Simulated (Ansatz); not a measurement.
# AlClH5NS: the cost of one run

All numbers below are computed with Ansatz 0.2.0 (RHF/def2-SVP).

### Step 1. The starting structure

Bond lengths: Al1–Cl2 2.580 Å, Al1–N3 1.920 Å, N3–H4 1.060 Å, N3–H5 1.060 Å, Al1–H6 1.560 Å, Al1–S7 2.560 Å, S7–H8 1.400 Å, Cl2–H9 1.547 Å, S7–H9 1.592 Å. Angles: Al1–Cl2–H9 70.8°, Cl2–Al1–N3 120.0°, Cl2–Al1–H6 120.0°, Cl2–Al1–S7 71.6°, N3–Al1–H6 120.0°, N3–Al1–S7 96.8°, H6–Al1–S7 101.3°, Al1–N3–H4 120.0°, Al1–N3–H5 120.0°, H4–N3–H5 120.0°, Al1–S7–H8 109.5°, Al1–S7–H9 70.9°, H8–S7–H9 45.5°, Cl2–H9–S7 146.7°.

Coordinates:

```xyz
9

Al    0.0000    0.0000    0.0000
Cl    0.0000    0.0000    2.5800
N     1.6627    0.0000   -0.9600
H     2.1293   -0.9179   -1.2118
H     2.1141    0.9179   -1.2382
H    -1.3510    0.0000   -0.7800
S     0.1147    2.4267    0.8072
H     0.6673    2.4659    2.0930
H     0.0690    1.4593    2.0709
```

### Step 2. A restrained relaxation towards end A

Springs on the bonds that form and break draw the guess towards this end; the thresholds are loose.

File input.yaml:

```yaml
crystal:
  periodic: [false, false, false]
  atoms:
    - { symbol: Al, position_ang: [0.0, 0.0, 0.0] }
    - { symbol: Cl, position_ang: [0.0, 0.0, 2.58] }
    - { symbol: "N", position_ang: [1.6627, 0.0, -0.96] }
    - { symbol: H, position_ang: [2.1293, -0.9179, -1.2118] }
    - { symbol: H, position_ang: [2.1141, 0.9179, -1.2382] }
    - { symbol: H, position_ang: [-1.351, 0.0, -0.78] }
    - { symbol: S, position_ang: [0.1147, 2.4267, 0.8072] }
    - { symbol: H, position_ang: [0.6673, 2.4659, 2.093] }
    - { symbol: H, position_ang: [0.069, 1.4593, 2.0709] }
basis:
  gaussian: { orbitals: def2-SVP }
hamiltonian:
  xc: hf
relax:
  f_tol: 0.15
  max_steps: 25
  restrain:
    - { distance: [0, 6], at: 3.46, k: 30.0 }
    - { distance: [8, 1], at: 2.57, k: 30.0 }
    - { distance: [0, 1], at: 2.23, k: 30.0 }
    - { distance: [8, 6], at: 1.4, k: 30.0 }
output:
  orbitals: {}
```

Started as:

```console
ansatz run input.yaml --threads 2 --pin off --max-ram 3072MiB --backend cpu --events-out ev --progress --plain --runs-dir out
```

What time and memory should one allow on 2 threads of Arm Neoverse V1, shared host?

About 16 s, with a peak of 0.17 GiB.
